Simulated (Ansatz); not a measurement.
**CHFO2Sn: how energies converge with the basis set**

Aim: see how fast density functionals converge with the basis set for CHFO2Sn.

Method: one geometry, several basis sets; program: Ansatz 0.2.0, Gaussian basis.

The runs, in order: PBE0-D4/def2-SVP; ωB97M-V/def2-SVP; PBE0-D4/def2-QZVPP; ωB97M-V/def2-QZVPP; the functionals' def2-TZVPP values are taken from earlier runs.

## 1. The geometry

An earlier PBE0-D4 in a triple-zeta def2 set relaxation fixed the geometry. Sn takes the def2 core potential; no spin-orbit term is included.

6 atoms, charge 0, spin multiplicity 1.

Atoms are counted from 1 here; the program's logs count them from 0.

Bond lengths: O1–C2 1.148 Å, C2–O3 1.166 Å, Sn4–F5 1.967 Å, Sn4–H6 1.784 Å. Angles: O1–C2–O3 177.8°, F5–Sn4–H6 92.8°.

Geometry (Å):

```
O     1.75651   -1.53457    0.21320
C     0.95677   -0.88477    0.71915
O     0.15026   -0.24846    1.27139
Sn   -1.10118    1.56215   -0.26227
F     0.40834    0.88162   -1.32355
H    -2.12870    0.16013   -0.66402
```

## 2. PBE0-D4 in def2-SVP

File in.yaml:

```yaml
crystal:
  periodic: [false, false, false]
  atoms:
    - {symbol: O, position_ang: [1.756512, -1.534574, 0.213202]}
    - {symbol: C, position_ang: [0.956772, -0.884772, 0.719146]}
    - {symbol: O, position_ang: [0.150261, -0.248461, 1.271387]}
    - {symbol: Sn, position_ang: [-1.101180, 1.562155, -0.262265]}
    - {symbol: F, position_ang: [0.408339, 0.881617, -1.323549]}
    - {symbol: H, position_ang: [-2.128704, 0.160135, -0.664021]}
basis:
  gaussian: {orbitals: def2-SVP}
hamiltonian: {xc: pbe0, dispersion: d4}
output: {orbitals: {seedname: orbitals}}
```

Run with:

```sh
$ ansatz run in.yaml --threads 2 --pin off --events-out ev --progress --plain --max-ram 4352MiB
```

Log:

```text
Functional definition: PBE0
  name "PBE0"
  cite "Adamo & Barone, J. Chem. Phys. 110, 6158 (1999) doi:10.1063/1.478522"
  cite "Perdew, Burke & Ernzerhof, Phys. Rev. Lett. 77, 3865 (1996) doi:10.1103/PhysRevLett.77.3865"
  parent pbe
  parameter a = 0.25
  parameter kappa = 0.804
  parameter beta = 0.06672455060314922
  exchange = (1 - a)*pbe_x(kappa = kappa, mu = beta*pi^2/3) + a*exact_x
  correlation = pbe_c(beta = beta)
921 factors; integrals over basis functions are off by at most 6.3e-4 eV
mean field evaluation 1: about -13677.5169 eV, gradient 5.4e1 eV
mean field evaluation 2: about -13663.2153 eV, gradient 1.1e2 eV
mean field evaluation 4: about -13682.4380 eV, gradient 6.3e0 eV
mean field evaluation 8: about -13682.7026 eV, gradient 1.1e0 eV
mean field evaluation 16: about -13682.7049 eV, gradient 5.9e-5 eV
mean field -13682.70488589 eV, -502.8301300861 hartree, gradient 1.2e-5 eV, S^2 0.000000; 0 other end points of the search recorded, 0 dependent functions left out
reference -13682.70490842 eV, -502.8301309139 hartree; 27, 27 occupied and 60, 60 virtual orbitals, 921 factors
Total energy: -13682.82044993 eV, -502.8343769862 hartree
```

It took 1.4 s on 2 threads of Arm Neoverse V2, shared host.

## 3. ωB97M-V in def2-SVP

in.yaml: that of step 2 with these lines changed.

```diff
@@ -11,3 +11,3 @@
   gaussian: {orbitals: def2-SVP}
-hamiltonian: {xc: pbe0, dispersion: d4}
+hamiltonian: {xc: {name: wB97M-V}}
 output: {orbitals: {seedname: orbitals}}
```

The command is unchanged.

Log, shortened:

```text
Functional definition: wB97M-V
  name "wB97M-V"
  cite "Mardirossian & Head-Gordon, J. Chem. Phys. 144, 214110 (2016) doi:10.1063/1.4952647"
  cite "Becke, J. Chem. Phys. 107, 8554 (1997) doi:10.1063/1.475007"
  cite "Vydrov & Van Voorhis, J. Chem. Phys. 133, 244103 (2010) doi:10.1063/1.3521275"
  # Of w^i u^j: cxij and so on, Table III.
[...]
  gx(w, u) = 1 - cx + cx01*u + cx10*w
  gss(w, u) = css00 + css04*u^4 + css10*w + css20*w^2 + css43*w^4*u^3
  gos(w, u) = cos00 + cos10*w + (cos20 + cos21*u)*w^2 + (cos60 + cos61*u)*w^6
[...]
      + integral(e_c_pw_mod_opposite_spin*gos(b97_w_opposite, b97_u_opposite)) + vv10(b, c)
921 factors; integrals over basis functions are off by at most 6.3e-4 eV
199 factors; integrals over basis functions are off by at most 5.0e-6 eV
[...]
mean field -13687.30022520 eV, -502.9990056908 hartree, gradient 2.4e-5 eV, S^2 0.000000; 0 other end points of the search recorded, 0 dependent functions left out
reference -13687.30026201 eV, -502.9990070436 hartree; 27, 27 occupied and 60, 60 virtual orbitals, 921 factors
Total energy: -13687.30026201 eV, -502.9990070436 hartree
```

Wall time 7 s (2 threads of Arm Neoverse V2, shared host).

## 4. PBE0-D4 in def2-QZVPP

in.yaml: that of step 3 with these lines changed.

```diff
@@ -10,4 +10,4 @@
 basis:
-  gaussian: {orbitals: def2-SVP}
-hamiltonian: {xc: {name: wB97M-V}}
+  gaussian: {orbitals: "def2-QZVPP.json"}
+hamiltonian: {xc: pbe0, dispersion: d4}
 output: {orbitals: {seedname: orbitals}}
```

Same command.

Log:

```text
Functional definition: PBE0
  name "PBE0"
  cite "Adamo & Barone, J. Chem. Phys. 110, 6158 (1999) doi:10.1063/1.478522"
  cite "Perdew, Burke & Ernzerhof, Phys. Rev. Lett. 77, 3865 (1996) doi:10.1103/PhysRevLett.77.3865"
  parent pbe
  parameter a = 0.25
  parameter kappa = 0.804
  parameter beta = 0.06672455060314922
  exchange = (1 - a)*pbe_x(kappa = kappa, mu = beta*pi^2/3) + a*exact_x
  correlation = pbe_c(beta = beta)
1233 factors; their error is unknown
mean field evaluation 1: about -13687.0922 eV, gradient 6.2e1 eV
mean field evaluation 2: about -13670.3557 eV, gradient 1.2e2 eV
mean field evaluation 4: about -13692.8051 eV, gradient 7.5e0 eV
mean field evaluation 8: about -13692.8862 eV, gradient 7.0e-2 eV
mean field evaluation 16: about -13692.9613 eV, gradient 8.9e-5 eV
mean field -13692.96132500 eV, -503.2070472713 hartree, gradient 4.1e-5 eV, S^2 0.000000; 0 other end points of the search recorded, 0 dependent functions left out
reference -13692.96135878 eV, -503.2070485127 hartree; 27, 27 occupied and 313, 313 virtual orbitals, 1233 factors
Total energy: -13693.07690030 eV, -503.2112945850 hartree
```

Run time: 8 s. Hardware: 2 threads of Arm Neoverse V2, shared host; peak memory 0.87 GiB.

## 5. ωB97M-V in def2-QZVPP

in.yaml: that of step 4 with these lines changed.

```diff
@@ -11,3 +11,3 @@
   gaussian: {orbitals: "def2-QZVPP.json"}
-hamiltonian: {xc: pbe0, dispersion: d4}
+hamiltonian: {xc: {name: wB97M-V}}
 output: {orbitals: {seedname: orbitals}}
```

Launched as before.

Log, shortened:

```text
Functional definition: wB97M-V
  name "wB97M-V"
  cite "Mardirossian & Head-Gordon, J. Chem. Phys. 144, 214110 (2016) doi:10.1063/1.4952647"
  cite "Becke, J. Chem. Phys. 107, 8554 (1997) doi:10.1063/1.475007"
  cite "Vydrov & Van Voorhis, J. Chem. Phys. 133, 244103 (2010) doi:10.1063/1.3521275"
  # Of w^i u^j: cxij and so on, Table III.
[...]
  gx(w, u) = 1 - cx + cx01*u + cx10*w
  gss(w, u) = css00 + css04*u^4 + css10*w + css20*w^2 + css43*w^4*u^3
  gos(w, u) = cos00 + cos10*w + (cos20 + cos21*u)*w^2 + (cos60 + cos61*u)*w^6
[...]
      + integral(e_c_pw_mod_opposite_spin*gos(b97_w_opposite, b97_u_opposite)) + vv10(b, c)
1216 factors; their error is unknown
257 factors; integrals over basis functions are off by at most 5.6e-5 eV
[...]
mean field -13697.78725848 eV, -503.3843970555 hartree, gradient 7.6e-5 eV, S^2 0.000000; 0 other end points of the search recorded, 0 dependent functions left out
reference -13697.78731364 eV, -503.3843990825 hartree; 27, 27 occupied and 313, 313 virtual orbitals, 1216 factors
Total energy: -13697.78731364 eV, -503.3843990825 hartree
```

Run time: 21 s. Hardware: 2 threads of Arm Neoverse V2, shared host; peak memory 1.1 GiB.

## 6. Density functionals: the series

The def2-TZVPP values come from earlier runs at the same geometry.

| functional | basis | functions | energy (eV) | from the largest (eV) | HOMO (eV) | LUMO (eV) |
| --- | --- | --- | --- | --- | --- | --- |
| PBE0-D4 | def2-SVP | 87 | -13682.8204 | 10.256 | -6.75 | -2.18 |
| PBE0-D4 | def2-TZVPP | 188 | -13692.5983 | 0.479 | -6.89 | -2.32 |
| PBE0-D4 | def2-QZVPP | 340 | -13693.0769 | 0.000 | -6.91 | -2.33 |
| ωB97M-V | def2-SVP | 87 | -13687.3003 | 10.487 | -8.80 | -0.28 |
| ωB97M-V | def2-TZVPP | 188 | -13697.3343 | 0.453 | -8.98 | -0.53 |
| ωB97M-V | def2-QZVPP | 340 | -13697.7873 | 0.000 | -9.01 | -0.58 |

## 7. Outcome

```
                                       quantity           value
PBE0-D4: double and triple zeta above quadruple  10.26, 0.48 eV
ωB97M-V: double and triple zeta above quadruple  10.49, 0.45 eV
```

What this shows: PBE0-D4 gains 9.78 eV from double to triple zeta, then 0.48 eV more. Total energies overstate the basis error of differences, where much of it tends to cancel.

For PBE0-D4 the largest set took about 6 times as long as the smallest (8 s against 1.4 s).
